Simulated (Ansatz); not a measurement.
# GaCo: the cost of one run

Method: DFT PBE, scalar-relativistic, plane waves, PAW, in Ansatz 0.2.0.

1 further run of the same task is left out (set aside as unsound or not needed).

## 1. The starting structure

It takes space group Pm-3m (No. 221, cubic). The conventional cell has a = 2.882 Å, b = 2.882 Å, c = 2.882 Å, α = 90.00°, β = 90.00°, γ = 90.00°. Ga (site symmetry m-3m) is surrounded by 8 Co at 2.50 Å. Co (site symmetry m-3m) has 8 Ga at 2.50 Å as nearest neighbours.

Coordinates:

```
Ga Co
1.0
     2.88157    0.00000    0.00000
     0.00000    2.88157    0.00000
     0.00000    0.00000    2.88157
Ga Co
1 1
Direct
  0.50000 0.50000 0.50000
  0.00000 0.00000 0.00000
```

The cell was relaxed beforehand at this level, from a generated guess; it needn't be the stable form of this composition. At a tolerance of 0.05 Å it has space group Pm-3m (No. 221); it has 11.96 Å³/atom, an uncorrected energy of -0.25 eV/atom over the elements.

## 2. Bands, states and charges

Contents of input.yaml:

```yaml
crystal:
  lattice:
    - [2.8815720821, 0.0, 0.0]
    - [0.0, 2.8815720821, 0.0]
    - [0.0, 0.0, 2.8815720821]
  atoms:
    - { symbol: Ga, position: [0.5, 0.5, 0.5] }
    - { symbol: Co, position: [0.0, 0.0, 0.0], spin: 0.12 }
basis:
  ecutwfc: 420
kpoints:
  mp_grid: { grid: [20, 20, 20] }
  band_path:
    path:
      - [[0.0, 0.0, 0.0], [0.0, 0.5, 0.0], [0.5, 0.5, 0.0], [0.0, 0.0, 0.0], [0.5, 0.5, 0.5], [0.0, 0.5, 0.0]]
      - [[0.5, 0.5, 0.5], [0.5, 0.5, 0.0]]
    npoints: 14
hamiltonian:
  xc: pbe
scf:
  occupations: { method: gaussian, width: 0.1 }
  n_extra_bands: 6
output:
  forces: true
  stress: true
  eigenvalues: true
  populations: true
  dos: { projected: true, de: 0.02, nscf_kmesh: { grid: [24, 24, 24] } }
  bader: true
  write_density: true
  write_potential: true
  elf: true
  volumetric_format: npy
magnetization:
  spin_polarized: true
checkpoint:
  read: start.run
  write: ck
  compress: false
  write_wavefunctions: false
  write_every: 100000
```

Started as:

```
> ansatz run input.yaml --threads 1 --pin off --max-ram 2560MiB --backend cpu --events-out ev --progress --plain --runs-dir out
```

**Question.** How long does this run take on 1 thread of Arm Neoverse V2, shared host, and how much memory does it need?

About 39 s, with a peak of 0.49 GiB.
